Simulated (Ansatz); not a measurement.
**C2H4BNS: up Jacob's ladder to CCSD(T)**

An exercise on one series of results from a longer session: the logs are not shown, and one member is left open.

Method: functionals in def2-TZVPP, the program's frozen cores in correlated methods; program: Ansatz 0.2.0, Gaussian basis.

The runs, in order: LDA (SPW92), PBE-D4, revPBE-D4, BLYP-D4, r2SCAN-D4, B97M-V, PBE0-D4, B3LYP-D4, r2SCANh-D4, r2SCAN0-D4, HSE06-D4, BHLYP-D4, CAM-B3LYP-D4, LC-ωPBE, ωB97X-V, ωB97M-V, B2PLYP, PBE-QIDH; CCSD(T)/def2-SVP; CCSD(T)/def2-TZVPP; MP2/def2-QZVPP; extrapolation to the limit; RPA on PBE.

**Structure used throughout**

An earlier PBE0-D4 in a triple-zeta def2 set relaxation fixed the geometry.

9 atoms, charge 0, spin multiplicity 1.

Atoms are counted from 1 here; the program's logs count them from 0.

Bond lengths: B1–C2 1.565 Å, B1–S5 1.758 Å, B1–H6 1.188 Å, C2–N3 1.279 Å, C2–H7 1.090 Å, N3–C4 1.418 Å, C4–S5 1.836 Å, C4–H8 1.094 Å, C4–H9 1.094 Å. Angles: C2–B1–S5 106.6°, C2–B1–H6 129.3°, S5–B1–H6 124.1°, B1–C2–N3 116.8°, B1–C2–H7 126.2°, N3–C2–H7 117.0°, C2–N3–C4 114.0°, N3–C4–S5 111.5°, N3–C4–H8 110.1°, N3–C4–H9 110.1°, S5–C4–H8 108.7°, S5–C4–H9 108.7°, H8–C4–H9 107.6°, B1–S5–C4 91.0°.

The first run:

in.yaml

```yaml
crystal:
  periodic: [false, false, false]
  atoms:
    - {symbol: B, position_ang: [-0.231527, 1.209622, -0.640461]}
    - {symbol: C, position_ang: [1.045348, 0.334226, -0.407995]}
    - {symbol: N, position_ang: [0.887021, -0.755559, 0.242289]}
    - {symbol: C, position_ang: [-0.449724, -0.993274, 0.652955]}
    - {symbol: S, position_ang: [-1.570030, 0.358931, 0.117917]}
    - {symbol: H, position_ang: [-0.338529, 2.248552, -1.207183]}
    - {symbol: H, position_ang: [2.055032, 0.564972, -0.747307]}
    - {symbol: H, position_ang: [-0.810618, -1.935409, 0.230295]}
    - {symbol: H, position_ang: [-0.498474, -1.078460, 1.742391]}
basis:
  gaussian: {orbitals: def2-TZVPP}
hamiltonian: {xc: lda}
output: {orbitals: {seedname: orbitals}}
```

On the command line:

```sh
$ ansatz run in.yaml --threads 2 --pin off --events-out ev --progress --plain --max-ram 4352MiB
```

Among the steps run: LDA; PBE-D4 (GGA); revPBE-D4 (GGA); BLYP-D4 (GGA); r2SCAN-D4 (meta-GGA); B97M-V (meta-GGA); B3LYP-D4 (hybrid); r2SCANh-D4 (hybrid); r2SCAN0-D4 (hybrid); HSE06-D4 (hybrid); BHLYP-D4 (hybrid); CAM-B3LYP-D4 (range-separated); LC-ωPBE (range-separated); ωB97X-V (range-separated); ωB97M-V (range-separated); B2PLYP (double hybrid); PBE-QIDH (double hybrid).

One table of the session follows, with a row left open; its other results are not shown here.

It belongs to the step «Frontier levels by functional». 

| functional | HOMO (eV) | LUMO (eV) | gap (eV) |
| --- | --- | --- | --- |
| LDA (SPW92) | -6.45 | -3.16 | 3.30 |
| PBE-D4 | -6.34 | -2.95 | 3.39 |
| revPBE-D4 | ? | ? | ? |
| BLYP-D4 | -6.21 | -2.79 | 3.42 |
| r2SCAN-D4 | -6.66 | -2.81 | 3.85 |
| B97M-V | -6.82 | -2.76 | 4.06 |
| PBE0-D4 | -7.79 | -2.04 | 5.75 |
| B3LYP-D4 | -7.53 | -2.23 | 5.30 |
| r2SCANh-D4 | -7.19 | -2.47 | 4.72 |
| r2SCAN0-D4 | -8.00 | -1.96 | 6.04 |
| HSE06-D4 | -7.39 | -2.42 | 4.96 |
| BHLYP-D4 | -9.02 | -1.00 | 8.02 |
| CAM-B3LYP-D4 | -9.17 | -0.92 | 8.25 |
| LC-ωPBE | -10.52 | 0.17 | 10.68 |
| ωB97X-V | -10.19 | 0.12 | 10.31 |
| ωB97M-V | -10.08 | 0.03 | 10.11 |

Estimate the missing values for revPBE-D4.

The run gave: HOMO (eV): -6.29; LUMO (eV): -2.87; gap (eV): 3.42. In the column «HOMO (eV)» it lies between PBE-D4 (-6.34) and BLYP-D4 (-6.21).
